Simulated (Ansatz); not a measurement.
# GaClF radical (SMILES [F][Ga][Cl]): a rigid scan of the angle F1–Ga2–Cl3

One table from this session's results is given with a row withheld; the runs are named, their logs left out.

Computed with Ansatz 0.2.0, Gaussian basis. Level: single points in def2-TZVPP.

Levels: PBE-D4, r2SCAN-D4, PBE0-D4, B3LYP-D4, wB97M-V, Hartree-Fock, MP2, CCSD, CCSD(T). The scan takes 93.7, 99.7, 105.7, 111.7, 117.7, 123.7, 129.7, 135.7, 141.7°.

Correlated methods freeze the cores. Filled d shells of the heavier atoms are correlated. Orbitals are unrestricted. B3LYP uses VWN-RPA correlation.

18 further runs of the same task are left out: 18 set aside as unsound or not needed.

## The system as given

3 atoms, charge 0, spin multiplicity 2.

Atoms are counted from 1 here; the program's logs count them from 0.

Bond lengths: F1–Ga2 1.709 Å, Ga2–Cl3 2.253 Å. Angles: F1–Ga2–Cl3 144.2°.

As a file:

```xyz
3
charge 0, multiplicity 2
F    -1.53230    0.52330   -0.79020
Ga   -0.03560    0.41680    0.02860
Cl    1.55700   -1.00490    0.74830
```

Set-up of the first run:

The input, pre/in.yaml:

```yaml
crystal:
  periodic: [false, false, false]
  atoms:
    - {symbol: F, position_ang: [-1.532300, 0.523300, -0.790200]}
    - {symbol: Ga, position_ang: [-0.035600, 0.416800, 0.028600]}
    - {symbol: Cl, position_ang: [1.557000, -1.004900, 0.748300]}
basis:
  gaussian: {orbitals: def2-SVP}
magnetization: {spin_polarized: true, initial_magnetization: 1}
hamiltonian: {xc: pbe, dispersion: d4}
relax: {f_tol: 0.03, max_steps: 250}
```

The command line of these runs was not kept.

Among the steps run: A first relaxation in a small basis; Finding the minimum; The minimum at every level; F1–Ga2–Cl3 = 93.7°; F1–Ga2–Cl3 = 99.7°; F1–Ga2–Cl3 = 105.7°; F1–Ga2–Cl3 = 111.7°; F1–Ga2–Cl3 = 117.7°; F1–Ga2–Cl3 = 123.7°; F1–Ga2–Cl3 = 129.7°; F1–Ga2–Cl3 = 135.7°; F1–Ga2–Cl3 = 141.7°.

One of the session's tables, all rows but one given; the rest of the session is left out.

It belongs to the step «The curves». Energies less that of the minimum at the same level (meV):

```
      angle (°)  PBE-D4  PBE0-D4  B3LYP-D4  wB97M-V  Hartree-Fock
           93.7     275      277       280      269           288
           99.7     147      145       147      139           140
          105.7      64       60        62       57            49
          111.7      17       14        15       12             5
117.7 (minimum)       0        0         0        0             0
          117.7       0        0         0        0             0
          123.7       8       13        12       15            30
          129.7      38       50        46       55            91
          135.7       ?        ?         ?        ?             ?
          141.7     150      182       171      193           291
```

**Question.** Estimate the row for angle (°) = 135.7.

Worked estimate for «PBE-D4». A straight line through the neighbours (129.7, 38) and (141.7, 150) gives 38 + (150 − 38) × (135.7 − 129.7) / (141.7 − 129.7) = 94; a parabola fitted to 3 rows on both sides gives 85.

The run gave: PBE-D4: 86; PBE0-D4: 108; B3LYP-D4: 100; wB97M-V: 115; Hartree-Fock: 179. In «PBE-D4» the line misses by +8 and the parabola by -1.

Limits of these values: A polynomial through the near points puts the CCSD(T) minimum 0.8° below the PBE0-D4 value.
